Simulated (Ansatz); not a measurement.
# Zr2H3: the cost of one run

Program: Ansatz 0.2.0. Level of theory: DFT PBE, scalar-relativistic, plane waves, PAW. These are calculated values, not measurements.

## Step 1: Starting point

It takes space group R-3m (No. 166, trigonal). The conventional cell has a = 2.948 Å, b = 2.948 Å, c = 20.497 Å, α = 90.00°, β = 90.00°, γ = 120.00°. Zr (site symmetry 3m) has 6 H at 2.07 to 2.18 Å as nearest neighbours. H (site symmetry -3m) is surrounded by 6 Zr at 2.18 Å. H (site symmetry 3m) is surrounded by 3 Zr at 2.07 Å.

As a file:

```
CELL_PARAMETERS angstrom
1.47394 0.85098 6.83248
-1.47394 0.85098 6.83248
0.00000 -1.70196 6.83248
ATOMIC_POSITIONS crystal
Zr 0.40000 0.40000 0.40000
Zr 0.60000 0.60000 0.60000
H 0.00000 0.00000 0.00000
H 0.20950 0.20950 0.20950
H 0.79050 0.79050 0.79050
```

This is candidate A: tetradymite type (R-3m, No. 166).

(A quick probe on a coarse mesh, which set the mesh and smearing, is not shown.)

## Step 3: A loose first relaxation (candidate A)

File input.yaml:

```yaml
crystal:
  lattice:
    - [1.4739448036, 0.8509824291, 6.8324818316]
    - [-1.4739448036, 0.8509824291, 6.8324818316]
    - [0.0, -1.7019648583, 6.8324818316]
  atoms:
    - { symbol: Zr, position: [0.4, 0.4, 0.4] }
    - { symbol: Zr, position: [0.6, 0.6, 0.6] }
    - { symbol: H, position: [0.0, 0.0, 0.0] }
    - { symbol: H, position: [0.2095, 0.2095, 0.2095] }
    - { symbol: H, position: [0.7905, 0.7905, 0.7905] }
basis:
  ecutwfc: 420
kpoints:
  mp_grid: { grid: [6, 6, 6] }
hamiltonian:
  xc: pbe
scf:
  occupations: { method: gaussian, width: 0.1 }
  lower_state_search: "off"
output:
  forces: true
  stress: true
  eigenvalues: true
relax:
  adjacent_minimum: "off"
  f_tol: 0.04
  max_steps: 70
  cell: { stress_tol: 0.4 }
```

On the command line:

```
$ ansatz run input.yaml --threads 1 --pin off --max-ram 2560MiB --backend cpu --events-out ev --progress --plain --runs-dir out
```

What time and memory should one allow on 1 thread of Intel Xeon Platinum 8259CL at 2.50GHz (Skylake/Cascade Lake), shared host?

About 19 s, with a peak of 0.42 GiB.
